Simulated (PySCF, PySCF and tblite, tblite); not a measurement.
# C4H5FO2: telling isomers apart by computed NMR, part 3 of 3

PySCF and tblite. Atoms count from 0. The steps go on from the part before.

### Step 16. Couplings, isomer B, conformer 2: B3LYP/pcJ-1+6-31G*

The job: settings as JSON, then the geometry in Å.

```
{"job": {"xc": "B3LYP", "basis": {"default": "6-31G*", "H": "pcJ-1", "F": "pcJ-1"}, "nuclei": ["H", "F", "P", "Si", "B"], "kind": "j"}, "charge": 0, "multiplicity": 1}
C      2.275282    -0.128592    -0.167293
O      1.061032    -0.152731     0.567333
C     -0.059725     0.038746    -0.150616
O     -0.065680     0.220837    -1.338435
C     -1.236082    -0.013092     0.744976
C     -2.493248     0.137929     0.346611
F     -2.848797     0.354825    -0.910421
H      2.401064     0.837649    -0.660229
H      3.070987    -0.297314     0.553395
H      2.273350    -0.911185    -0.928862
H     -1.025733    -0.186840     1.786852
H     -3.351251     0.099082     1.006252
```

The program printed:

```text
coarse grid: 10704 points
cycle   1  E = -405.5491679679  dE =  1.171e+00  |g| = 1.010e+00  |ddm| = 3.282e+00
cycle   2  E = -405.0434131739  dE =  5.058e-01  |g| = 1.886e+00  |ddm| = 2.294e+00
cycle   3  E = -405.7181703361  dE = -6.748e-01  |g| = 3.595e-01  |ddm| = 1.751e+00
cycle   4  E = -405.7417724089  dE = -2.360e-02  |g| = 1.142e-01  |ddm| = 3.401e-01
cycle   5  E = -405.7441205675  dE = -2.348e-03  |g| = 2.903e-02  |ddm| = 9.342e-02
cycle   6  E = -405.7443131083  dE = -1.925e-04  |g| = 7.507e-03  |ddm| = 2.843e-02
cycle   7  E = -405.7443225169  dE = -9.409e-06  |g| = 3.659e-03  |ddm| = 8.561e-03
cycle   8  E = -405.7443257263  dE = -3.209e-06  |g| = 6.284e-04  |ddm| = 3.182e-03
final grid: 105712 points
cycle   9  E = -405.7037959910  dE = -5.960e-05  |g| = 6.780e-03  |ddm| = 2.006e-02
cycle  10  E = -405.7037860416  dE =  9.949e-06  |g| = 1.014e-02  |ddm| = 1.126e-02
cycle  11  E = -405.7038051666  dE = -1.912e-05  |g| = 1.618e-03  |ddm| = 7.366e-03
cycle  12  E = -405.7038056280  dE = -4.615e-07  |g| = 4.886e-04  |ddm| = 1.398e-03
cycle  13  E = -405.7038056664  dE = -3.837e-08  |g| = 2.005e-04  |ddm| = 4.712e-04
cycle  14  E = -405.7038056740  dE = -7.572e-09  |g| = 4.106e-05  |ddm| = 1.646e-04
cycle  15  E = -405.7038056744  dE = -3.636e-10  |g| = 1.099e-05  |ddm| = 4.242e-05
converged SCF energy = -405.7038056744

Indirect spin-spin couplings (Hz)
  i      j    bonds     total        FC       PSO       DSO        SD
  6 F    8 H    6     -0.356     0.138     0.532    -0.931    -0.095
  6 F   10 H    3     32.011    39.282    -5.875    -2.298     0.903
  6 F   11 H    2     80.668    82.985     1.731    -1.775    -2.272
  7 H    8 H    2    -10.952   -10.303     2.057    -2.706         -
  7 H    9 H    2    -13.277   -12.809     1.849    -2.318         -
  7 H   10 H    5     -0.283     0.091     0.822    -1.196         -
  7 H   11 H    6     -0.602    -0.267     0.683    -1.017         -
  8 H    9 H    2    -10.945   -10.295     2.057    -2.707         -
  8 H   10 H    5     -0.181     0.024     0.525    -0.729         -
  8 H   11 H    6     -0.253     0.057     0.646    -0.956         -
  9 H   10 H    5     -0.284     0.091     0.823    -1.197         -
  9 H   11 H    6     -0.601    -0.266     0.682    -1.017         -
 10 H   11 H    3      6.257     6.566     0.152    -0.462         -
```

It took 15 s on 1 thread of Arm Neoverse V1, shared host.

Key values: HOMO -7.43 eV, LUMO -1.17 eV; dipole 2.77 D.

### Step 17. Boltzmann average, isomer B: properties at PBE0/pcSseg-1

The job: settings as JSON, then the geometry in Å.

```
{"job": {"study": "conf", "smiles": "COC(=O)/C=C\\F", "search": {"seed": 3564, "n_embed": 90, "ff_keep": 18, "window": 2.5, "nmax": 6, "temps": [250, 298.15, 350], "t_ref": 298.15, "order": 0.001}, "level": {"nmr": {"xc": "PBE0", "basis": "pcSseg-1"}, "sp": {"xc": "TPSS", "basis": "def2-TZVP"}, "j": {"xc": "B3LYP", "basis": {"default": "6-31G*", "H": "pcJ-1", "F": "pcJ-1"}, "nuclei": ["H", "F", "P", "Si", "B"]}}, "kind": "conf"}, "charge": 0, "multiplicity": 1}
C      2.275282    -0.128592    -0.167293
O      1.061032    -0.152731     0.567333
C     -0.059725     0.038746    -0.150616
O     -0.065680     0.220837    -1.338435
C     -1.236082    -0.013092     0.744976
C     -2.493248     0.137929     0.346611
F     -2.848797     0.354825    -0.910421
H      2.401064     0.837649    -0.660229
H      3.070987    -0.297314     0.553395
H      2.273350    -0.911185    -0.928862
H     -1.025733    -0.186840     1.786852
H     -3.351251     0.099082     1.006252
```

The program printed:

```text
conformer  sym    E(xTB)   E(DFT)   G(298.15 K)  weight  dipole/D
    1     Cs      0.000    0.288    0.286   0.3814    1.645
    2     Cs      0.353    0.000    0.000   0.6186    2.643

mean shielding (ppm) by class
class atoms           250 K   298.15 K      350 K
  0 C  0            133.548     133.55    133.551
  1 O  1            141.736    141.862    141.961
  2 C  2             17.397     17.361     17.332
  3 O  3           -103.695    -104.07   -104.367
  4 C  4              76.19     76.146     76.111
  5 C  5             17.448     17.464     17.477
  6 F  6            259.863    259.833    259.809
  7 H  7,8,9           27.8     27.798     27.796
  8 H  10            26.325     26.327     26.328
  9 H  11            24.646     24.643     24.641
```

Wall time 2.1 min (1 thread of Arm Neoverse V1, shared host). This counts the runs that the step sums up.

The search (ETKDG, MMFF94s, GFN2-xTB) embedded 90 structures, kept 2 distinct ones after the force field and 2 after xTB; 2 were carried on (window 2.5 kcal/mol at the search's own energies). Energies: TPSS/def2-TZVP with D3(BJ).

The conformers at 298 K:

```csv
no.,group,mirror pair,ΔE xTB,ΔE DFT,ΔG,weight (%),μ (D),C0–O1–C2–O3 (°),O1–C2–C4–C5 (°),"A, B, C (GHz)"
1,Cs,no,0.00,0.29,0.29,38.1,1.65,0,0,"4.64, 2.05, 1.44"
2,Cs,no,0.35,0.00,0.00,61.9,2.64,0,-180,"8.09, 1.49, 1.27"
```

Energies in kcal/mol. ΔG holds xTB vibrations and rotation, symmetry numbers and mirror pairs.

Weights (%) by temperature:

| no. | 250 K | 298 K | 350 K |
| --- | --- | --- | --- |
| 2 | 64.3 | 61.9 | 59.9 |
| 1 | 35.6 | 38.1 | 40.1 |

How the weights hang on the way they are made:

```
                                  scheme    2    1  mean μ (D)
                         DFT free energy   62   38        2.26
            DFT energy, symmetry counted   62   38        2.26
                        DFT energy alone   62   38        2.26
            xTB energy, symmetry counted   36   64        2.00
                         xTB free energy   35   65        2.00
                   lowest conformer only  100    0        2.64
                           equal weights   50   50        2.14
conformers found from three starts alone    0  100        1.65
```

Shifts against references run at the same level (¹³C TMS 186.9, ¹⁷O H2O 336.1, ¹⁹F CFCl3 170.9, ¹H TMS 31.72 ppm of shielding), by class of atoms, at 298 K:

```csv
atoms,environment,no. 2,no. 1,average
C2,ester carbonyl carbon,169.0,170.5,169.6
C5,β carbon of a C=C–C=O unit,169.7,169.1,169.5
C4,α carbon of a C=C–C=O unit,110.1,111.9,110.8
C0,methyl carbon bonded to O,53.4,53.3,53.4
H11,hydrogen on a β carbon of a C=C–C=O unit,7.03,7.15,7.07
H10,hydrogen on an α carbon of a C=C–C=O unit,5.42,5.34,5.39
"H7, H8, H9",hydrogen on a methyl carbon bonded to O,3.89,3.96,3.92
O3,ester carbonyl oxygen,434.4,449.5,440.1
O1,ester alkoxy oxygen,196.1,191.1,194.2
F6,vinylic fluorine,-89.3,-88.1,-88.9
```

Couplings (Hz, B3LYP/pcJ-1+6-31G*; one pair named for each class), from conformers that hold 100 % of the weight:

| pair | bonds | no. 2 | no. 1 | average |
| --- | --- | --- | --- | --- |
| F6–H11 | 2 | 80.7 | 83.8 | 81.8 |
| H7–H8 | 2 | -11.7 | -11.6 | -11.7 |
| F6–H10 | 3 | 32.0 | 33.7 | 32.7 |
| H10–H11 | 3 | 6.3 | 6.3 | 6.3 |

Effective distances for nuclear Overhauser effects, ⟨r⁻⁶⟩^(−1/6) over all pairs of two classes (Å): H10···H11 2.46.

### Step 18. Shieldings, isomer A, conformer 1: CAM-B3LYP/pcSseg-1 in cyclohexane

The job: settings as JSON, then the geometry in Å.

```
{"job": {"xc": "CAM-B3LYP", "basis": "pcSseg-1", "solvent": "cyclohexane", "grid": 1, "kind": "nmr", "pop": false}, "charge": 0, "multiplicity": 1}
C     -2.296936    -0.066765     0.013672
O     -1.002336    -0.590826     0.308930
C      0.027798     0.160763    -0.089228
O     -0.094294     1.215713    -0.661844
C      1.324597    -0.455460     0.256064
C      2.446661     0.173195    -0.074198
F      3.632549    -0.331224     0.209623
H     -2.428411     0.903996     0.499698
H     -2.415583     0.053097    -1.066811
H     -3.022690    -0.783059     0.396794
H      1.323579    -1.406686     0.771129
H      2.506264     1.126570    -0.589858
```

The program printed:

```text
final grid: 48744 points
cycle   1  E = -405.3296201002  dE =  1.296e+00  |g| = 1.028e+00  |ddm| = 3.026e+00
cycle   2  E = -405.1582051114  dE =  1.714e-01  |g| = 1.466e+00  |ddm| = 1.624e+00
cycle   3  E = -405.5182203490  dE = -3.600e-01  |g| = 1.624e-01  |ddm| = 1.043e+00
cycle   4  E = -405.5219068957  dE = -3.687e-03  |g| = 8.057e-02  |ddm| = 1.332e-01
cycle   5  E = -405.5230275905  dE = -1.121e-03  |g| = 1.062e-02  |ddm| = 4.757e-02
cycle   6  E = -405.5230518661  dE = -2.428e-05  |g| = 5.173e-03  |ddm| = 1.209e-02
cycle   7  E = -405.5230581304  dE = -6.264e-06  |g| = 1.160e-03  |ddm| = 4.440e-03
cycle   8  E = -405.5230587324  dE = -6.020e-07  |g| = 6.169e-04  |ddm| = 2.043e-03
cycle   9  E = -405.5230588349  dE = -1.025e-07  |g| = 1.060e-04  |ddm| = 9.070e-04
cycle  10  E = -405.5230588391  dE = -4.216e-09  |g| = 5.595e-05  |ddm| = 1.828e-04
cycle  11  E = -405.5230588397  dE = -5.488e-10  |g| = 1.902e-05  |ddm| = 6.628e-05
converged SCF energy = -405.5230588397

GIAO shielding tensors (ppm)
atom      isotropic    diamagn.    paramagn.     s11        s22        s33       span
  0 C      129.222     242.944    -113.722     99.078    112.665    175.923     76.845
  1 O      145.710     401.555    -255.845    -30.602    227.433    240.299    270.902
  2 C        6.494     250.806    -244.312    -90.292     37.928     71.846    162.138
  3 O      -61.069     405.770    -466.840   -313.731   -198.422    328.944    642.675
  4 C       70.701     255.778    -185.077    -26.459    100.588    137.974    164.433
  5 C        3.919     251.760    -247.841   -107.782     43.747     75.792    183.574
  6 F      284.290     468.144    -183.854    168.708    244.697    439.465    270.756
  7 H       27.629      28.902      -1.274     24.055     25.568     33.263      9.209
  8 H       27.632      28.896      -1.264     24.056     25.568     33.272      9.216
  9 H       27.768      27.914      -0.146     24.165     26.295     32.843      8.678
 10 H       25.716      30.688      -4.972     23.462     24.084     29.602      6.140
 11 H       23.602      29.814      -6.212     21.008     22.469     27.329      6.322
```

Run time: 12 s. Hardware: 1 thread of Arm Neoverse V1, shared host; peak memory 0.91 GiB.

In short: HOMO -9.39 eV, LUMO -0.05 eV; dipole 1.62 D.

### Step 19. Shieldings, isomer A, conformer 2: CAM-B3LYP/pcSseg-1 in cyclohexane

The job: settings as JSON, then the geometry in Å.

```
{"job": {"xc": "CAM-B3LYP", "basis": "pcSseg-1", "solvent": "cyclohexane", "grid": 1, "kind": "nmr", "pop": false}, "charge": 0, "multiplicity": 1}
C     -2.016571     0.535018    -0.022672
O     -0.590247     0.474032    -0.063514
C     -0.076369    -0.716950    -0.410183
O     -0.751162    -1.678137    -0.672004
C      1.400479    -0.708556    -0.432110
C      2.112932     0.372136    -0.138518
F      3.434183     0.346803    -0.167482
H     -2.430513     0.305064    -1.008274
H     -2.402341    -0.183500     0.705720
H     -2.280755     1.550236     0.271051
H      1.876655    -1.641977    -0.703808
H      1.724907     1.345144     0.142722
```

The program printed:

```text
final grid: 48744 points
cycle   1  E = -405.3276867123  dE =  1.290e+00  |g| = 1.029e+00  |ddm| = 3.044e+00
cycle   2  E = -405.1419132682  dE =  1.858e-01  |g| = 1.490e+00  |ddm| = 1.634e+00
cycle   3  E = -405.5167985179  dE = -3.749e-01  |g| = 1.725e-01  |ddm| = 1.062e+00
cycle   4  E = -405.5210590922  dE = -4.261e-03  |g| = 7.967e-02  |ddm| = 1.401e-01
cycle   5  E = -405.5221219422  dE = -1.063e-03  |g| = 1.140e-02  |ddm| = 4.903e-02
cycle   6  E = -405.5221500613  dE = -2.812e-05  |g| = 5.370e-03  |ddm| = 1.270e-02
cycle   7  E = -405.5221569863  dE = -6.925e-06  |g| = 1.243e-03  |ddm| = 4.954e-03
cycle   8  E = -405.5221576627  dE = -6.764e-07  |g| = 6.353e-04  |ddm| = 2.161e-03
cycle   9  E = -405.5221577742  dE = -1.115e-07  |g| = 1.117e-04  |ddm| = 9.661e-04
cycle  10  E = -405.5221577788  dE = -4.639e-09  |g| = 5.113e-05  |ddm| = 1.917e-04
cycle  11  E = -405.5221577793  dE = -4.858e-10  |g| = 1.971e-05  |ddm| = 7.000e-05
converged SCF energy = -405.5221577793

GIAO shielding tensors (ppm)
atom      isotropic    diamagn.    paramagn.     s11        s22        s33       span
  0 C      129.467     242.855    -113.387     99.118    113.138    176.146     77.027
  1 O      164.667     403.492    -238.825    -21.145    243.048    272.098    293.242
  2 C        8.964     251.218    -242.253    -90.024     43.363     73.555    163.580
  3 O     -102.226     404.680    -506.906   -389.418   -222.061    304.801    694.219
  4 C       69.116     255.450    -186.334    -22.609     98.278    131.678    154.287
  5 C        4.838     253.560    -248.722   -105.298     42.292     77.520    182.818
  6 F      282.334     469.108    -186.774    182.363    238.502    426.136    243.773
  7 H       27.635      28.721      -1.086     24.016     25.459     33.429      9.413
  8 H       27.632      29.158      -1.526     24.015     25.458     33.423      9.408
  9 H       27.794      28.701      -0.908     24.117     26.337     32.927      8.809
 10 H       25.792      29.191      -3.399     23.485     24.834     29.057      5.572
 11 H       23.732      30.893      -7.161     20.621     22.633     27.941      7.320
```

It took 12 s on 1 thread of Arm Neoverse V1, shared host; peak memory 0.92 GiB.

This run: HOMO -9.43 eV, LUMO -0.07 eV; dipole 2.69 D.

### Step 20. The ensemble, isomer A: properties at CAM-B3LYP/pcSseg-1 in cyclohexane

The job: settings as JSON, then the geometry in Å.

```
{"job": {"study": "conf", "smiles": "COC(=O)/C=C/F", "search": {"seed": 3564, "n_embed": 90, "ff_keep": 18, "window": 2.5, "nmax": 6, "temps": [250, 298.15, 350], "t_ref": 298.15, "order": 0.001}, "level": {"nmr": {"xc": "CAM-B3LYP", "basis": "pcSseg-1", "solvent": "cyclohexane", "grid": 1}, "alter": {"geometry": "GFN1-xTB"}, "change": "CAM-B3LYP/pcSseg-1; solvent cyclohexane; grid level 1; GFN1-xTB geometries"}, "kind": "conf"}, "charge": 0, "multiplicity": 1}
C     -2.296936    -0.066765     0.013672
O     -1.002336    -0.590826     0.308930
C      0.027798     0.160763    -0.089228
O     -0.094294     1.215713    -0.661844
C      1.324597    -0.455460     0.256064
C      2.446661     0.173195    -0.074198
F      3.632549    -0.331224     0.209623
H     -2.428411     0.903996     0.499698
H     -2.415583     0.053097    -1.066811
H     -3.022690    -0.783059     0.396794
H      1.323579    -1.406686     0.771129
H      2.506264     1.126570    -0.589858
```

The program printed:

```text
conformer  sym    E(xTB)   E(DFT)   G(298.15 K)  weight  dipole/D
    1     Cs      0.000    0.000    0.000   0.6674    1.623
    2     Cs      0.873    0.496    0.413   0.3326    2.693

mean shielding (ppm) by class
class atoms           250 K   298.15 K      350 K
  0 C  0            129.295    129.304    129.311
  1 O  1             151.36    152.016    152.547
  2 C  2               7.23      7.316      7.385
  3 O  3            -73.336     -74.76    -75.913
  4 C  4             70.228     70.174     70.129
  5 C  5              4.193      4.225       4.25
  6 F  6            283.707    283.639    283.584
  7 H  7,8,9         27.679      27.68      27.68
  8 H  10            25.739     25.741     25.743
  9 H  11            23.641     23.645     23.649
```

Run time: 25 s. Hardware: 1 thread of Arm Neoverse V1, shared host. This counts the runs that the step sums up.

Against the first level, at 298 K (shieldings, ppm; largest changes first):

| atoms | PBE0/pcSseg-1 | CAM-B3LYP/pcSseg-1 in cyclohexane | change |
| --- | --- | --- | --- |
| O3 | -85.7 | -74.8 | +11.0 |
| F6 | 274.1 | 283.6 | +9.5 |
| C2 | 15.0 | 7.3 | -7.7 |
| C5 | 10.9 | 4.2 | -6.7 |
| C4 | 74.6 | 70.2 | -4.5 |
| C0 | 133.1 | 129.3 | -3.8 |
| O1 | 150.5 | 152.0 | +1.5 |
| H11 | 23.81 | 23.64 | -0.16 |
| H10 | 25.86 | 25.74 | -0.12 |
| H7, H8, H9 | 27.79 | 27.68 | -0.11 |

Weights: from TPSS/def2-TZVP energies 1: 62 %, 2: 38 %; from CAM-B3LYP/pcSseg-1 in cyclohexane energies 1: 67 %, 2: 33 % (with a dispersion term where the level has one and the same thermal terms, so they don't follow from the SCF energies alone). Times: 2.1 min and 25 s.

### Step 21. Which isomer fits the signals?

The job: settings as JSON, then the geometry in Å.

```
{"job": {"study": "set", "relation": "E/Z isomers", "members": [{"smiles": "[CH3:1][O:2][C:3](=[O:4])/[CH:5]=[CH:6]/[F:7]"}, {"smiles": "[CH3:1][O:2][C:3](=[O:4])/[CH:5]=[CH:6]\\[F:7]"}], "charge": 0, "search": {"seed": 3564, "n_embed": 90, "ff_keep": 18, "window": 2.5, "nmax": 6, "temps": [250, 298.15, 350], "t_ref": 298.15, "order": 0.001}, "level": {"nmr": {"xc": "PBE0", "basis": "pcSseg-1"}, "sp": {"xc": "TPSS", "basis": "def2-TZVP"}, "j": {"xc": "B3LYP", "basis": {"default": "6-31G*", "H": "pcJ-1", "F": "pcJ-1"}, "nuclei": ["H", "F", "P", "Si", "B"]}}, "dp4": {"C": [1.5, 10], "H": [0.15, 10]}, "second_levels": [{"nmr": {"xc": "CAM-B3LYP", "basis": "pcSseg-1", "solvent": "cyclohexane", "grid": 1}, "wide": true, "alter": {"geometry": "GFN1-xTB"}, "change": "CAM-B3LYP/pcSseg-1; solvent cyclohexane; grid level 1; GFN1-xTB geometries"}], "kind": "set"}, "charge": 0, "multiplicity": 1}
C     -2.294100    -0.076544     0.019085
O     -0.993447    -0.574155     0.300036
C      0.028376     0.189085    -0.104698
O     -0.103712     1.241875    -0.676380
C      1.317334    -0.437345     0.246150
C      2.456060     0.163188    -0.068698
F      3.642322    -0.360102     0.225481
H     -2.441272     0.891898     0.501362
H     -2.428483     0.044803    -1.057627
H     -2.991866    -0.811017     0.412332
H      1.283703    -1.385041     0.758808
H      2.526283     1.112669    -0.581880
```

The program printed:

```text
isomer  G rel   conformers  SMILES
A     0.000      2   COC(=O)/C=C/F
B     2.802      2   COC(=O)/C=C\F

signals of isomer A at the second level: probabilities [0.99998, 2e-05]
```

Wall time 4.7 min (1 thread of Arm Neoverse V1, shared host); peak memory 0.92 GiB. This counts the whole study up to here.

The 2 candidates (E/Z isomers), with energies and dipoles from their ensembles above, at 298 K; shieldings at PBE0/pcSseg-1:

| isomer | SMILES | conformers | ΔE | ΔG | μ rms (D) |
| --- | --- | --- | --- | --- | --- |
| A | COC(=O)/C=C/F | 2 | 0.00 | 0.00 | 1.83 |
| B | COC(=O)/C=C\F | 2 | 2.69 | 2.80 | 2.31 |

Energies in kcal/mol.

The signals of isomer A, computed at a second level (CAM-B3LYP/pcSseg-1 in cyclohexane on GFN1-xTB geometries), stand in for a spectrum. The test takes 4 C values, 3 H values (hydrogens on carbon alone). Each candidate's shieldings are matched to them by assigned atoms (like hydrogens of one group may swap) by a straight-line fit, or by a shift alone where signals are few or close (slope 1; a small slope inflates the errors), and the errors are weighed by Student-t tails (C: width 1.5 ppm, H: width 0.15 ppm).

```
candidate  C slope  C mean error  C largest  H slope  H mean error  H largest  P(C)   P(H)  P(all)
        A     0.97           0.5        0.7     1.00          0.02       0.03  92.4  100.0   100.0
        B     0.94           1.3        1.9     1.00          0.30       0.45   7.6    0.0     0.0
```

Errors in ppm, probabilities in per cent.

### Step 22. Outcome

What follows sums up all 3 parts.

| quantity | value |
| --- | --- |
| conformers, isomer A | 2; the first in weight is no. 1 (Cs), 62 % at 298 K |
| root-mean-square dipole, isomer A | 1.83 D |
| averaged ¹³C shifts, isomer A (PBE0/pcSseg-1) | 176.0, 171.9, 112.3, 53.8 ppm |
| averaged ¹H shifts, isomer A (PBE0/pcSseg-1) | 7.91, 5.86, 3.93 ppm |
| averaged ¹⁹F shifts, isomer A (PBE0/pcSseg-1) | -103.2 ppm |
| conformers, isomer B | 2; the first in weight is no. 2 (Cs), 62 % at 298 K |
| root-mean-square dipole, isomer B | 2.31 D |
| averaged ¹³C shifts, isomer B (PBE0/pcSseg-1) | 169.6, 169.5, 110.8, 53.4 ppm |
| averaged ¹H shifts, isomer B (PBE0/pcSseg-1) | 7.07, 5.39, 3.92 ppm |
| averaged ¹⁹F shifts, isomer B (PBE0/pcSseg-1) | -88.9 ppm |
| lowest in free energy | isomer A |
| signals of A (CAM-B3LYP/pcSseg-1 in cyclohexane on GFN1-xTB geometries) | best fit A, 100 % |

What this shows: Conformer 1 leads for isomer A with 62 % at 298 K, and its share goes from 65 % at 250 K to 60 % at 350 K. Among conformers of isomer A over 5 %, C2 differs by 2.1 ppm, while the average moves by 0.1 ppm from 250 to 350 K. Conformer 2 leads for isomer B with 62 % at 298 K, and its share goes from 64 % at 250 K to 60 % at 350 K. xTB puts no. 1 lowest, DFT no. 2. Among conformers of isomer B over 5 %, C4 differs by 1.8 ppm, while the average moves by 0.1 ppm from 250 to 350 K. Between PBE0/pcSseg-1 and CAM-B3LYP/pcSseg-1 in cyclohexane, O3 of isomer A changes most, by 11.0 ppm of raw shielding (the geometries differ too); the energies behind both averages, dispersion terms included where typed, rank the same conformer first. The test names the right isomer, A, with 100 %. The stand-in spectrum is computed, so it shares conformers and some errors with the candidates; a measured one would test harder.
